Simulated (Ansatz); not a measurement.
**CH2FNSi: basis-set convergence**

The task here is to estimate one member of a computed series from the others.

Method: one geometry, several basis sets; program: Ansatz 0.2.0, Gaussian basis.

Plan: PBE0-D4/def2-SVP; ωB97M-V/def2-SVP; PBE0-D4/def2-QZVPP; ωB97M-V/def2-QZVPP; the functionals' def2-TZVPP values are taken from earlier runs.

**Structure used throughout**

The geometry comes from an earlier relaxation with PBE0-D4 in a triple-zeta def2 set; it is a stationary point.

SMILES `FC1=N[SiH2]1`, 6 atoms, charge 0, spin multiplicity 1.

Atoms are counted from 1 here; the program's logs count them from 0.

Bond lengths: F1–C2 1.314 Å, C2–N3 1.261 Å, C2–Si4 1.766 Å, N3–Si4 1.801 Å, Si4–H5 1.477 Å, Si4–H6 1.477 Å. Angles: F1–C2–N3 128.8°, F1–C2–Si4 160.4°, N3–C2–Si4 70.8°, C2–N3–Si4 67.8°, C2–Si4–N3 41.4°, C2–Si4–H5 122.2°, C2–Si4–H6 122.2°, N3–Si4–H5 118.8°, N3–Si4–H6 118.8°, H5–Si4–H6 113.7°.

The first run:

The input, in.yaml:

```yaml
crystal:
  periodic: [false, false, false]
  atoms:
    - {symbol: F, position_ang: [1.423081, -1.608338, 0.851535]}
    - {symbol: C, position_ang: [0.512982, -0.815358, 0.333647]}
    - {symbol: N, position_ang: [-0.624058, -1.110874, -0.124507]}
    - {symbol: Si, position_ang: [-0.284402, 0.654599, -0.233932]}
    - {symbol: H, position_ang: [0.001747, 1.243412, -1.557545]}
    - {symbol: H, position_ang: [-0.987252, 1.572658, 0.684601]}
basis:
  gaussian: {orbitals: def2-SVP}
hamiltonian: {xc: pbe0, dispersion: d4}
output: {orbitals: {seedname: orbitals}}
```

Steps of the session up to this table: PBE0-D4 in def2-SVP; ωB97M-V in def2-SVP; PBE0-D4 in def2-QZVPP; ωB97M-V in def2-QZVPP.

One of the session's tables, all rows but one given; the rest of the session is left out.

It belongs to the step «Density functionals: the series». 

```
functional       basis  HOMO (eV)
   PBE0-D4    def2-SVP      -7.48
   PBE0-D4  def2-TZVPP      -7.56
   PBE0-D4  def2-QZVPP      -7.60
   ωB97M-V    def2-SVP      -9.69
   ωB97M-V  def2-TZVPP      -9.80
   ωB97M-V  def2-QZVPP          ?
```

Estimate the missing values for ωB97M-V, def2-QZVPP.

**Answer.** HOMO (eV): -9.84. In the column «HOMO (eV)» it is the lowest.
